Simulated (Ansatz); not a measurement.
# CH6AlIn: one species, many methods

The task here is to estimate one member of a computed series from the others.

The runs use Ansatz 0.2.0, Gaussian basis; functionals in def2-TZVPP, the program's frozen cores in correlated methods.

Levels to be run: LDA (SPW92), PBE-D4, revPBE-D4, BLYP-D4, r2SCAN-D4, B97M-V, PBE0-D4, B3LYP-D4, r2SCANh-D4, r2SCAN0-D4, HSE06-D4, BHLYP-D4, CAM-B3LYP-D4, LC-ωPBE, ωB97X-V, ωB97M-V, B2PLYP, PBE-QIDH; CCSD(T)/def2-SVP; CCSD(T)/def2-TZVPP; CCSD(T)/def2-QZVPP; extrapolation to the limit; RPA on PBE.

**The relaxed structure**

The geometry comes from an earlier relaxation with PBE0-D4 in a triple-zeta def2 set; it is a stationary point, not always the lowest conformer. In takes the def2 core potential; no spin-orbit term is included.

9 atoms, charge 0, spin multiplicity 1.

Atoms are counted from 1 here; the program's logs count them from 0.

Bond lengths: Al1–C2 1.929 Å, Al1–H4 1.590 Å, Al1–H5 1.590 Å, C2–In3 2.157 Å, C2–H6 1.095 Å, C2–H7 1.095 Å, In3–H8 1.726 Å, In3–H9 1.727 Å. Angles: C2–Al1–H4 120.2°, C2–Al1–H5 120.1°, H4–Al1–H5 119.6°, Al1–C2–In3 115.9°, Al1–C2–H6 110.1°, Al1–C2–H7 110.2°, In3–C2–H6 104.9°, In3–C2–H7 105.0°, H6–C2–H7 110.4°, C2–In3–H8 119.1°, C2–In3–H9 119.1°, H8–In3–H9 121.7°.

Coordinates:

```xyz
9
charge 0, multiplicity 1
Al   -0.7256    0.8280   -1.3483
C     0.7247    0.1472   -0.2741
In    0.1528   -0.9148    1.5141
H    -1.3733   -0.0776   -2.4834
H    -1.3246    2.2721   -1.0583
H     1.3537    0.9720    0.0763
H     1.3200   -0.5677   -0.8511
H    -0.0826   -2.6235    1.4381
H    -0.0451   -0.0356    2.9868
```

Set-up of the first run:

in.yaml

```yaml
crystal:
  periodic: [false, false, false]
  atoms:
    - {symbol: Al, position_ang: [-0.725601, 0.828005, -1.348319]}
    - {symbol: C, position_ang: [0.724700, 0.147208, -0.274106]}
    - {symbol: In, position_ang: [0.152783, -0.914821, 1.514077]}
    - {symbol: H, position_ang: [-1.373273, -0.077580, -2.483392]}
    - {symbol: H, position_ang: [-1.324573, 2.272091, -1.058335]}
    - {symbol: H, position_ang: [1.353665, 0.971962, 0.076337]}
    - {symbol: H, position_ang: [1.319989, -0.567733, -0.851114]}
    - {symbol: H, position_ang: [-0.082637, -2.623481, 1.438089]}
    - {symbol: H, position_ang: [-0.045063, -0.035642, 2.986763]}
basis:
  gaussian: {orbitals: def2-TZVPP}
hamiltonian: {xc: lda}
output: {orbitals: {seedname: orbitals}}
```

Started as:

```sh
$ ansatz run in.yaml --threads 2 --pin off --events-out ev --progress --plain --max-ram 22528MiB --backend cpu
```

Steps of the session up to this table: LDA; PBE-D4 (GGA); revPBE-D4 (GGA); BLYP-D4 (GGA); r2SCAN-D4 (meta-GGA); B97M-V (meta-GGA); B3LYP-D4 (hybrid); r2SCANh-D4 (hybrid); r2SCAN0-D4 (hybrid); HSE06-D4 (hybrid); BHLYP-D4 (hybrid); CAM-B3LYP-D4 (range-separated); LC-ωPBE (range-separated); ωB97X-V (range-separated); ωB97M-V (range-separated); B2PLYP (double hybrid); PBE-QIDH (double hybrid).

One table of the session follows, with a row left open; its other results are not shown here.

It belongs to the step «Frontier levels by functional». 

```
  functional  HOMO (eV)  LUMO (eV)  gap (eV)
 LDA (SPW92)      -6.58      -2.95      3.63
      PBE-D4          ?          ?         ?
   revPBE-D4      -6.35      -2.57      3.78
     BLYP-D4      -6.26      -2.63      3.63
   r2SCAN-D4      -6.63      -2.42      4.21
      B97M-V      -6.70      -2.69      4.01
     PBE0-D4      -7.49      -1.96      5.53
    B3LYP-D4      -7.27      -2.21      5.06
  r2SCANh-D4      -7.03      -2.17      4.86
  r2SCAN0-D4      -7.64      -1.81      5.84
    HSE06-D4      -7.10      -2.32      4.78
    BHLYP-D4      -8.44      -1.29      7.15
CAM-B3LYP-D4      -8.75      -1.14      7.61
     LC-ωPBE     -10.09      -0.05     10.04
     ωB97X-V      -9.73      -0.19      9.53
     ωB97M-V      -9.60      -0.48      9.12
```

**Question.** Estimate the row for PBE-D4.

The run gave: HOMO (eV): -6.42; LUMO (eV): -2.69; gap (eV): 3.73. In the column «HOMO (eV)» it lies between LDA (SPW92) (-6.58) and revPBE-D4 (-6.35).
